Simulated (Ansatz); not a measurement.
# CuF: a single-point run

Wanted: a converged single-point run for CuF, and a check of what comes out. The structure is shown as the input types it. The cell is built on a prototype (NiAs type) and needn't be the phase found in nature.

Method: density functional or hybrid calculation with the settings of its input, plane waves (as first typed), in Ansatz 0.2.0.

**1. The structure to begin with**

The structure is hexagonal, space group P6_3/mmc (No. 194). The conventional cell has a = 2.763 Å, b = 2.763 Å, c = 6.402 Å, α = 90.00°, β = 90.00°, γ = 120.00°. Around Cu (site symmetry -3m) lie 6 F at 2.26 Å. F (site symmetry -6m2) is surrounded by 6 Cu at 2.26 Å.

Coordinates:

```
CELL_PARAMETERS angstrom
2.76254 0.00000 0.00000
-1.38127 2.39243 0.00000
0.00000 0.00000 6.40198
ATOMIC_POSITIONS crystal
Cu 0.00000 0.00000 0.00000
Cu 0.00000 0.00000 0.50000
F 0.33333 0.66667 0.25000
F 0.66667 0.33333 0.75000
```

**2. The run**

Contents of input.yaml:

```yaml
crystal:
  lattice:
    - [2.762536197, 0.0, 0.0]
    - [-1.3812680985, 2.3924265254, 0.0]
    - [0.0, 0.0, 6.4019833364]
  atoms:
    - { symbol: Cu, position: [0.0, 0.0, 0.0] }
    - { symbol: Cu, position: [0.0, 0.0, 0.5] }
    - { symbol: F, position: [0.3333333333, 0.6666666667, 0.25] }
    - { symbol: F, position: [0.6666666667, 0.3333333333, 0.75] }
kpoints:
  mp_grid: { grid: [1, 1, 1] }
hamiltonian:
  xc: pbe
scf:
  occupations: { method: fermi_dirac, width: 0.02 }
  n_extra_bands: 5
output:
  forces: true
  stress: true
  eigenvalues: true
```

Launch:

```bash
ansatz run input.yaml --threads 4 --pin off --max-ram 3686MiB --backend cpu --events-out ev --progress --plain --runs-dir out
```

Q: Will this input give a usable result? If not, why, and what should change?

The program finished normally. It gives a pressure of 23 GPa, which is large; a structure far from rest gives such values too, whatever the setting.

Look at the input: kpoints.mp_grid.grid is [1, 1, 1]. The zone is sampled at a single point, which suits only large cells or molecules.

The test: set kpoints.mp_grid.grid to [9, 9, 4].
